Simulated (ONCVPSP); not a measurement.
# An ONCV potential for zinc, from input to tests

Do these settings give a usable potential? It is generated, then checked for transferability, scattering, ghosts and hardness.

Program: ONCVPSP 4.0.1. Reference atom: PBE, scalar-relativistic, spherical and spin-unpolarised. All values are calculated.

**1. The atom and the settings**

Typed settings, in words:

- element: zinc (Zn, Z = 30)
- type: optimised norm-conserving Vanderbilt (ONCV)
- frozen core: [Ne]
- valence charge: 20
- reference configuration: 3s2 3p6 3d10 4s2
- partial waves: 3s+4s: rc 0.95 bohr, ncon 5, nbas 8, qcut 16.1 1/bohr, 2 projectors; 3p: rc 0.85 bohr, ncon 3, nbas 6, qcut 17.8 1/bohr, 1 projector; 3d: rc 1.25 bohr, ncon 5, nbas 10, qcut 13.5 1/bohr, 2 projectors, debl 2 Ha
- local potential: polynomial inside 0.80 bohr (lpopt 4, dvloc0 0 Ha)
- core correction: not asked for

The nodes and maxima of the atom's own shells, from an earlier all-electron run, set the scale for the radii.

All-electron outer shells of the reference configuration (PBE, scalar-relativistic, ld1.x):

| shell | level (eV) | outermost node (bohr) | outermost maximum (bohr) |
| --- | --- | --- | --- |
| 2p | -1004.03 | – | 0.15 |
| 3s | -129.23 | 0.28 | 0.59 |
| 3p | -83.40 | 0.25 | 0.59 |
| 3d | -10.14 | – | 0.57 |
| 4s | -5.98 | 0.85 | 2.09 |
| 4p | -1.12 | 0.92 | 3.08 |

**2. The generation run**

Zn.dat reads:

```
# ATOM AND REFERENCE CONFIGURATION
# atsym  z   nc   nv     iexc    psfile
  Zn 30.00    3    4        4      upf
#
#   n    l    f
    1    0    2.00
    2    0    2.00
    2    1    6.00
    3    0    2.00
    3    1    6.00
    3    2   10.00
    4    0    2.00
#
# PSEUDOPOTENTIAL AND OPTIMIZATION
# lmax
    2
#
#   l,   rc,      ep,       ncon, nbas, qcut
    0    0.95    0.00    5    8   16.10
    1    0.85    0.00    3    6   17.80
    2    1.25    0.00    5   10   13.50
#
# LOCAL POTENTIAL
# lloc, lpopt,  rc(5),   dvloc0
    4    4    0.80    0.00
#
# VANDERBILT-KLEINMAN-BYLANDER PROJECTORs
# l, nproj, debl
    0    2    3.70
    1    1    3.30
    2    2    2.00
#
# MODEL CORE CHARGE
# icmod, fcfact, rcfact
    0    0.00    0.00
#
# LOG DERIVATIVE ANALYSIS
# epsh1, epsh2, depsh
   -6.00    5.00    0.04
#
# OUTPUT GRID
# rlmax, drl
    6.00    0.01
#
# TEST CONFIGURATIONS
# ncnf
    4
# nvcnf
#   n    l    f
    4
    3    0    2.00
    3    1    6.00
    3    2   10.00
    4    0    1.00
#
    4
    3    0    2.00
    3    1    6.00
    3    2   10.00
    4    0    0.00
#
    4
    3    0    2.00
    3    1    6.00
    3    2    9.00
    4    0    0.00
#
    5
    3    0    2.00
    3    1    6.00
    3    2   10.00
    4    0    0.00
    4    1    1.00
#
```

On the command line:

```console
$ oncvpsp.x < Zn.dat > Zn.out
```

Before running it: what results should come out? Wanted: cutoffs for 1 and 0.1 mHa per electron, occupied waves; bound ghosts; GHOST(+) flags; largest test error; largest phase difference near zero energy, channels read.

**Answer**, as computed:

| quantity | value |
| --- | --- |
| cutoffs for 1 and 0.1 mHa per electron, occupied waves | 94 Ha and 117 Ha |
| bound ghosts | none found |
| GHOST(+) flags | none at low energy |
| largest test error (AE − PS) | +18 meV, for 3s2 3p6 3d10 4s0 4p1 |
| largest phase difference near zero energy, channels read | 0.002 rad |

**Reading.** By total energies transferability is good: the largest error is 18 meV on 16.2 eV, for 3s2 3p6 3d10 4s0 4p1. By its cutoff, 94 Ha for the looser tolerance, it is very hard. No bound ghost shows below the valence levels. Near zero energy the phases of the channels with partial waves agree within 0.002 rad.
